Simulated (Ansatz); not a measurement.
# AlGa3P4: the cost of one run

Method: DFT PBE, scalar-relativistic, plane waves, PAW, in Ansatz 0.2.0.

## Step 1: The system as given

It takes space group P-43m (No. 215, cubic). Conventional cell: a = 5.507 Å, b = 5.507 Å, c = 5.507 Å, α = 90.00°, β = 90.00°, γ = 90.00°. Al (site symmetry -43m) has 4 P at 2.38 Å in its first shell of neighbours. Around Ga (site symmetry -42m) lie 4 P at 2.39 Å. Around P (site symmetry 3m) lie 1 Al at 2.38 Å and 3 Ga at 2.39 Å.

Coordinates:

```cif
data_structure
_symmetry_space_group_name_H-M 'P-43m'
_symmetry_Int_Tables_number 215
_cell_length_a 5.5072
_cell_length_b 5.5072
_cell_length_c 5.5072
_cell_angle_alpha 90.000
_cell_angle_beta 90.000
_cell_angle_gamma 90.000
_cell_volume 167.03
loop_
_atom_site_label
_atom_site_type_symbol
_atom_site_symmetry_multiplicity
_atom_site_Wyckoff_symbol
_atom_site_fract_x
_atom_site_fract_y
_atom_site_fract_z
_atom_site_occupancy
Al1 Al 1 a 0.00000 0.00000 0.00000 1
Ga1 Ga 3 c 0.50000 0.00000 0.50000 1
P1 P 4 e 0.75050 0.24949 0.24949 1
```

The start is the relaxed end of an invented cell (made as: elements ordered on the sites of the GaP type, Al/Ga on Ga (P-43m, No. 215)), taken up again for a closer look.

## Step 2: The guess as it stands, on a coarse mesh

input.yaml reads:

```yaml
crystal:
  lattice:
    - [5.5071725, 0.0, 0.0]
    - [0.0, 5.5071725, 0.0]
    - [0.0, 0.0, 5.5071725]
  atoms:
    - { symbol: Al, position: [0.0, 0.0, 0.0] }
    - { symbol: Ga, position: [0.5, 0.0, 0.5] }
    - { symbol: Ga, position: [0.5, 0.5, 0.0] }
    - { symbol: Ga, position: [0.0, 0.5, 0.5] }
    - { symbol: P, position: [0.750505, 0.249495, 0.249495] }
    - { symbol: P, position: [0.750505, 0.750505, 0.750505] }
    - { symbol: P, position: [0.249495, 0.249495, 0.750505] }
    - { symbol: P, position: [0.249495, 0.750505, 0.249495] }
basis:
  ecutwfc: 420
kpoints:
  mp_grid: { grid: [4, 4, 4] }
hamiltonian:
  xc: pbe
scf:
  occupations: { method: gaussian, width: 0.1 }
  lower_state_search: "off"
output:
  forces: true
  stress: true
  eigenvalues: true
```

Launch:

```
> ansatz run input.yaml --threads 4 --pin off --max-ram 8192MiB --backend cpu --events-out ev --progress --plain --runs-dir out
```

**Question.** How long does this run take on 4 threads of Arm Neoverse V2, shared host, and how much memory does it need?

About 1.8 s, with a peak of 0.44 GiB.
